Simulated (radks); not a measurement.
# Valence configurations of Ar⁺

One table from this session's results is given with a row withheld; the runs are named, their logs left out.

Program: radks (a radial shooting solver on a logarithmic mesh, Libxc functionals) version 1. Level of theory: scalar-relativistic Kohn-Sham, SCAN, spin-polarised, spherical densities, finite nucleus; open shells are filled with parallel spins first. These are calculated values, not measurements, unless marked.

### What is computed

```
element            : argon (Z = 18)
charge             : +1
electrons          : 17
configuration      : [Ne] 3s2 3p5
nuclear rms radius : 3.4274 fm
others tried       : 3s1 3p6; 3s1.5 3p5.5
```

The outer shells:

Ar⁺
```
[Ne] core
3s [↑↓]
3p [↑↓][↑↓][↑ ]
```

The first run:

Input:

```text
Z 18
configuration [Ne] 3s2 3p5
relativity scalar-relativistic
functional scan,scan
spin polarised
nucleus finite rms 3.4274 fm
c 137.035999084
```

Among the steps run: [Ne] 3s2 3p5.

One of the session's tables, all rows but one given; the rest of the session is left out.

It belongs to the step «[Ne] 3s2 3p5». Sizes of the orbitals, from the radial functions (bohr):

| level | <r> | outermost maximum (interpolated) | 90 % within | nodes |
| --- | --- | --- | --- | --- |
| 2s up | 0.4123 | 0.338 | 0.643 | 1 |
| 2s down | 0.4123 | 0.338 | 0.643 | 1 |
| 2p up | 0.3758 | 0.281 | 0.622 | 0 |
| 2p down | 0.3758 | 0.281 | 0.622 | 0 |
| 3s up | 1.370 | 1.16 | 2.06 | 2 |
| 3s down | 1.379 | 1.17 | 2.08 | 2 |
| 3p up | 1.541 | 1.26 | 2.38 | 1 |
| 3p down | ? | ? | ? | ? |

Q: Estimate the row for 3p down from the others.

The run gave: <r>: 1.560; outermost maximum (interpolated): 1.27; 90 % within: 2.42; nodes: 1. In the column «<r>» it is the highest.
